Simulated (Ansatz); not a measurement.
Predict the output of the script below (Ansatz 0.2.0 through its Python package).

Contents of `ir.cif`:
```cif
data_Ir
_cell_length_a 2.709068
_cell_length_b 2.709068
_cell_length_c 2.709068
_cell_angle_alpha 60.00000
_cell_angle_beta 60.00000
_cell_angle_gamma 60.00000
_symmetry_space_group_name_H-M 'P 1'
_symmetry_Int_Tables_number 1
loop_
_symmetry_equiv_pos_as_xyz
'x, y, z'
loop_
_atom_site_label
_atom_site_type_symbol
_atom_site_fract_x
_atom_site_fract_y
_atom_site_fract_z
Ir1 Ir    0.000000    0.000000    0.000000
```

`run_elastic.py`:
```python
# -*- coding: utf-8 -*-
"""Elastic constants of Ir."""

from dataclasses import replace
import warnings

import ansatz as az
from ase.io import read
import numpy as np

warnings.simplefilter("ignore", az.DeckWarning)

atoms = read("ir.cif")
crystal = az.Crystal.from_ase(atoms)

setup = crystal.calculation()
setup = setup.functional(az.Functional.PBE)
setup = setup.pseudopotentials("paw")
setup = setup.basis(35 * az.Ry)
setup = setup.occupations(az.OccupationsMethod.COLD, width=0.15)
setup = setup.scf(tolerance=1e-10)
setup = setup.kpoints(19, 19, 19)
# relax, then strain
rest = setup.relax(cell=True).run(threads=1, backend="cpu").lattice
relaxed = az.Crystal(lattice=az.Lattice.of(rest.cell_ang))
for site in rest.sites:
    relaxed = relaxed.atom(site.symbol, site.position_frac)
setup = replace(setup, crystal=relaxed)
print("relaxed volume {:.3f} A^3".format(abs(np.linalg.det(rest.cell_ang))))
result = setup.elastic("relaxed_ion").run(threads=1, backend="cpu")
elastic = result.elastic

print("C_ij (GPa), Voigt order xx yy zz yz xz xy")
for row in elastic.c_gpa:
    print(" ".join(f"{value:8.1f}" for value in row))
print("smallest eigenvalue of C:", round(elastic.stability.min_eigenvalue_gpa, 1), "GPa; tensor positive definite:", elastic.stability.min_eigenvalue_gpa > 0)
# averaged moduli need a positive definite tensor
if elastic.stability.min_eigenvalue_gpa > 0:
    m = elastic.moduli
    print(f"K = {m.k_hill_gpa:.1f}, G = {m.g_hill_gpa:.1f}, E = {m.youngs_gpa:.1f} GPa, Poisson ratio {m.poisson:.3f}, K/G = {m.k_hill_gpa / m.g_hill_gpa:.2f}")
    S = np.linalg.inv(elastic.c_gpa)
    print("Young modulus along x, y, z (GPa):", np.round(1 / np.diag(S)[:3], 1))
    print("linear compressibility along x, y, z (1/TPa):", np.round(1000 * S[:3, :3].sum(axis=1), 2))
```

```console
$ python run_elastic.py
relaxed volume 14.502 A^3
C_ij (GPa), Voigt order xx yy zz yz xz xy
   649.8    208.6    184.0     34.7     -0.0      0.0
   208.6    649.8    184.0    -34.7      0.0     -0.0
   184.0    184.0    674.3     -0.0     -0.0     -0.0
    34.7    -34.7     -0.0    196.1     -0.0     -0.0
     0.0     -0.0      0.0     -0.0    196.1     34.7
     0.0     -0.0     -0.0     -0.0     34.7    220.6
smallest eigenvalue of C: 171.5 GPa; tensor positive definite: True
K = 347.4, G = 212.5, E = 529.5 GPa, Poisson ratio 0.246, K/G = 1.64
Young modulus along x, y, z (GPa): [547.8 547.8 595.5]
linear compressibility along x, y, z (1/TPa): [0.96 0.96 0.96]
```

Notes:
- A positive definite tensor excludes instabilities under uniform strain alone; phonons elsewhere in the zone can still be imaginary.
- Of the deposited cell: the entry's cell lengths or inner coordinates differ somewhat from later room-temperature determinations.
- Spin-orbit coupling, which matters for elements this heavy, is left out.
- Shear constants of a metal converge slowly with the k-point mesh and can be wrong in sign on a coarse one; the constants belong to the cell that was strained.
- Timing: 2 min on 1 thread of Arm Neoverse V1, with other jobs on the host, peak memory 0.8 GiB.

(A comment or docstring line of the script was reworded after the run, the code is as it ran.)
